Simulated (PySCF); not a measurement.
# C3H7Al: the cost of one run

The runs use PySCF 2.14.0, with density-fitted response routines of our own; the level of theory stands in each step. All values are computed, except where a source is named. Atoms count from 0, in the outputs and in this text.

**1. Starting geometry**

11 atoms, charge 0, multiplicity 1; geometry from: PBE0-D3(BJ)/def2-SVP.

Bonds of the start (Å): Al0–C1 1.94, C1–C2 1.52, C2–C3 1.48, C3–C1 1.52, Al0–H4 1.60, Al0–H5 1.59, C1–H6 1.10, C2–H7 1.09, C2–H8 1.10, C3–H9 1.09, C3–H10 1.10.

**2. Core holes by ΔSCF: SCAN, X2C**

The job: settings as JSON, then the geometry in Å.

```
{"job": {"kind": "xps"}, "charge": 0, "multiplicity": 1}
Al     1.870199     0.002122     0.284180
C     -0.021985    -0.327749     0.527351
C     -0.913886    -0.540278    -0.689635
C     -1.041395     0.716476     0.088424
H      2.305271     0.828083    -1.009609
H      2.966711    -0.519352     1.314700
H     -0.338151    -0.903191     1.406085
H     -1.710238    -1.285201    -0.603185
H     -0.467252    -0.490072    -1.688487
H     -1.925548     0.846882     0.719265
H     -0.684375     1.647502    -0.364545
```

With the program's defaults for keys left out, this is: delta-SCF UKS SCAN, pcX-2 on the ionised atom, pcseg-1 elsewhere, spin-free X2C.

Started as:

```bash
$ OMP_NUM_THREADS=1 python probes_run.py task.json out
```

The driver reads the jobs from task.json and runs them one after another.

**Question.** How long does this first job take on 1 thread of Arm Neoverse N1, shared host, and how much memory does it need?

About 30 s, with a peak of 0.42 GiB.
